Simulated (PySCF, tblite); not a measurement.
# C5H7O2S radical: geometry, infrared bands and EPR parameters

What infrared bands and EPR parameters should C5H7O2S radical (`CO[C@@H]1S[CH]CC1=O`) show?

Programs: tblite 0.8.0 and PySCF 2.14.0, with density-fitted response routines of our own. Each step states its level of theory. These are calculated values for one molecule in the gas phase, unless marked as measured. Atoms are numbered from 0 throughout.

## (1) The molecule as given

15 atoms, charge 0, multiplicity 2; geometry from: force field or distance geometry start.

Bonds of the start (Å): C0–O1 1.42, O1–C2 1.39, C2–S3 1.82, S3–C4 1.83, C4–C5 1.47, C5–C6 1.45, C6–O7 1.24, C6–C2 1.49, C0–H8 1.11, C0–H9 1.11, C0–H10 1.11, C2–H11 1.09, C4–H12 1.13, C5–H13 1.12, C5–H14 1.13.

## (2) Optimising the geometry with GFN2-xTB

The job: settings as JSON, then the geometry in Å.

```
{"job": {"kind": "relax", "xc": "GFN2-xTB", "basis": "xTB"}, "charge": 0, "multiplicity": 2}
C      2.526400     0.081800    -0.414400
O      1.327100     0.182400    -1.160900
C      0.325800    -0.196000    -0.268700
S     -0.630500    -1.540600    -1.044200
C     -2.167400    -1.168200    -0.133100
C     -2.072400     0.287600     0.067600
C     -0.746300     0.834100    -0.165800
O     -0.490800     2.045700    -0.260300
H      2.497400     0.759000     0.467700
H      3.390100     0.422300    -1.030700
H      2.642800    -0.974300    -0.103200
H      0.682200    -0.453400     0.726800
H     -2.069800    -1.676100     0.872400
H     -2.768700     0.777700    -0.665100
H     -2.450300     0.626100     1.078600
```

On the command line:

```bash
$ OMP_NUM_THREADS=1 python probes_run.py task.json out
```

One launch serves the whole session: the jobs run in the order shown.

**Question.** This job is followed by: GFN2-xTB harmonic vibrations, gas phase; UKS B3LYP, pcH-1 on C H O S, non-relativistic, mean-field spin-orbit, GIAO. Predict these results of the whole session: strongest single infrared mode (GFN2-xTB); zero-point energy (GFN2-xTB); g(iso) (B3LYP); ⟨S²⟩; largest a(iso) (averaged by class); surface potential, 1st and 99th percentile.

**Answer**, as computed:

| quantity | value |
| --- | --- |
| strongest single infrared mode (GFN2-xTB) | 1783 cm⁻¹, 567 km/mol |
| zero-point energy (GFN2-xTB) | 68.1 kcal/mol |
| g(iso) (B3LYP) | 2.00449 |
| ⟨S²⟩ | 0.754 (exact 0.75) |
| largest a(iso) (averaged by class) | 13C on C4, 102.4 MHz |
| surface potential, 1st and 99th percentile | -1.47 V and 1.06 V |

In words: Over 141 steps the energy fell by 1.370 eV; of the close pairs, S3–C4 changed most, 1.825 to 1.714 Å. No mode is imaginary among the 39: a minimum at this level. The strongest single mode, at 1783 cm⁻¹, moves mainly C6 and O7. Unscaled tight-binding wavenumbers are off by several per cent, some by more. Its intensities can rank the bands wrongly. C4 carries the largest spin population, 0.85 e. The isotropic g lies 2.2 ppt above the free-electron value.
